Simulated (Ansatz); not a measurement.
# CH3AlFNO: the cost of one run

All numbers below are computed with Ansatz 0.2.0 (UKS r2SCAN/def2-SVP).

1 further run of the same task is left out (it didn't finish).

## (1) The system as given

Bond lengths: N1–C2 1.505 Å, C2–O3 1.410 Å, C2–Al4 1.936 Å, O3–Al4 1.850 Å, Al4–F5 1.774 Å, N1–H6 1.028 Å, N1–H7 1.084 Å, C2–H8 1.067 Å. Angles: N1–C2–O3 110.8°, N1–C2–Al4 115.6°, N1–C2–H8 114.3°, O3–C2–Al4 64.9°, O3–C2–H8 112.2°, Al4–C2–H8 126.7°, C2–N1–H6 109.0°, C2–N1–H7 103.8°, H6–N1–H7 104.0°, C2–O3–Al4 71.4°, C2–Al4–O3 43.7°, C2–Al4–F5 142.7°, O3–Al4–F5 156.4°.

Structure file:

```xyz
8

N     0.7603   -0.3487    1.0926
C    -0.4947   -0.5184    0.2787
O    -0.2404   -1.2783   -0.8818
Al   -0.5553    0.4751   -1.3815
F    -0.1801    2.0547   -2.0960
H     1.5401   -0.1215    0.4620
H     0.5905    0.5710    1.6402
H    -1.3282   -0.8910    0.8301
```

## (2) End point A

Contents of input.yaml:

```yaml
crystal:
  periodic: [false, false, false]
  atoms:
    - { symbol: "N", position_ang: [0.7603, -0.3487, 1.0926] }
    - { symbol: C, position_ang: [-0.4947, -0.5184, 0.2787] }
    - { symbol: O, position_ang: [-0.2404, -1.2783, -0.8818] }
    - { symbol: Al, position_ang: [-0.5553, 0.4751, -1.3815] }
    - { symbol: F, position_ang: [-0.1801, 2.0547, -2.096] }
    - { symbol: H, position_ang: [1.5401, -0.1215, 0.462] }
    - { symbol: H, position_ang: [0.5905, 0.571, 1.6402] }
    - { symbol: H, position_ang: [-1.3282, -0.891, 0.8301] }
magnetization:
  spin_polarized: true
basis:
  gaussian: { orbitals: def2-SVP }
hamiltonian:
  xc: r2scan
relax:
  f_tol: 0.02
  max_steps: 50
```

Started as:

```
$ ansatz run input.yaml --threads 2 --pin off --max-ram 3072MiB --backend cpu --events-out ev --progress --plain --runs-dir out
```

Q: Estimate wall time and peak memory on 2 threads of AMD EPYC 9R45 (Zen 5), shared host.

About 52 s, with a peak of 0.28 GiB.
